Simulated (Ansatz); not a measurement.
# Ge4MoW: the cost of one run

Method: DFT PBE, scalar-relativistic, plane waves, PAW, in Ansatz 0.2.0.

2 further runs of the same task are left out: 1 for a known fault of the program, 1 that didn't finish.

## (1) Starting point

Symmetry: P4/mmm, No. 123, tetragonal system. Conventional cell: a = 3.340 Å, b = 3.340 Å, c = 8.288 Å, α = 90.00°, β = 90.00°, γ = 90.00°. Ge (site symmetry 4mm) is surrounded by 5 Ge at 2.70 to 2.77 Å and 4 W at 2.72 Å and 1 Mo at 2.80 Å. Ge (site symmetry 4mm) is surrounded by 5 Ge at 2.68 to 2.77 Å and 4 Mo at 2.71 Å and 1 W at 2.81 Å. Mo (site symmetry 4/mmm) has 10 Ge at 2.71 to 2.80 Å as nearest neighbours. W (site symmetry 4/mmm) is surrounded by 10 Ge at 2.72 to 2.81 Å.

Coordinates:

```
CELL_PARAMETERS angstrom
3.33976 0.00000 0.00000
0.00000 3.33976 0.00000
0.00000 0.00000 8.28816
ATOMIC_POSITIONS crystal
Ge 0.00000 0.00000 0.66274
Ge 0.50000 0.50000 0.16145
Ge 0.00000 0.00000 0.33726
Ge 0.50000 0.50000 0.83855
Mo 0.00000 0.00000 0.00000
W 0.50000 0.50000 0.50000
```

The cell was relaxed beforehand at this level, from a generated guess; it is a trial structure. At a tolerance of 0.05 Å it has space group P4/mmm (No. 123); it has 15.41 Å³/atom, an uncorrected energy of -0.04 eV/atom over the elements and, on its mesh, gap none (metal).

## (2) The cell scaled to 0.97 of its volume

input.yaml reads:

```yaml
crystal:
  lattice:
    - [3.3060190813, 0.0, 0.0]
    - [0.0, 3.3060190813, 0.0]
    - [0.0, 0.0, 8.2044391505]
  atoms:
    - { symbol: Ge, position: [0.0, 0.0, 0.662737] }
    - { symbol: Ge, position: [0.5, 0.5, 0.161447] }
    - { symbol: Ge, position: [0.0, 0.0, 0.337263] }
    - { symbol: Ge, position: [0.5, 0.5, 0.838553] }
    - { symbol: Mo, position: [0.0, 0.0, 0.0] }
    - { symbol: W, position: [0.5, 0.5, 0.5] }
basis:
  ecutwfc: 420
kpoints:
  mp_grid: { grid: [12, 12, 6] }
hamiltonian:
  xc: pbe
scf:
  occupations: { method: gaussian, width: 0.1 }
output:
  forces: true
  stress: true
  eigenvalues: true
relax:
  adjacent_minimum: "off"
  f_tol: 0.01
  max_steps: 30
  cell: { stress_tol: 0.1, fix: [volume] }
```

Started as:

```
> ansatz run input.yaml --threads 4 --pin off --max-ram 8192MiB --backend cpu --events-out ev --progress --plain --runs-dir out
```

Q: Estimate wall time and peak memory on 4 threads of Arm Neoverse V1, shared host.

About 30 s, with a peak of 0.72 GiB.
